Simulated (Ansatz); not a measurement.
The system is AlSn.

```
Sn Al
1.0
     4.19811    0.00000    0.00000
    -2.09905    3.63567    0.00000
     0.00000    0.00000    3.30685
Sn Al
1 1
Direct
  0.33333 0.66667 0.50000
  0.00000 0.00000 0.00000
```

The cell comes from a database or a generator and needn't be the stable form of this composition.

Base run:

```yaml
Program: Ansatz 0.2.0
Functional: revPBE
Potentials_or_basis: Ansatz PAW
Cutoff: 420 eV
Density_cutoff: 1680 eV
k_mesh: 7 × 7 × 8
Occupations: fermi-dirac, width 0.05 eV
Spin: no spin polarisation
```

Its results: band gap on the k mesh none (metal or under the smearing width); pressure 1.2 GPa.

Q: The run is repeated on the same cell with these changes: functional from revPBE to PBE. What comes out?

A: Band gap on the k mesh none (metal or under the smearing width); pressure 0.2 GPa.

PBE binds more tightly than revPBE, so the same cell stands under less pressure.

Caveats: the potentials were made for another functional, which shifts forces and pressure (some runs); the PAW data sets come from PBE, with cores solved anew for the run's functional, which leaves a small shift of forces and pressure (some runs).

Not every run made on this cell is shown here.
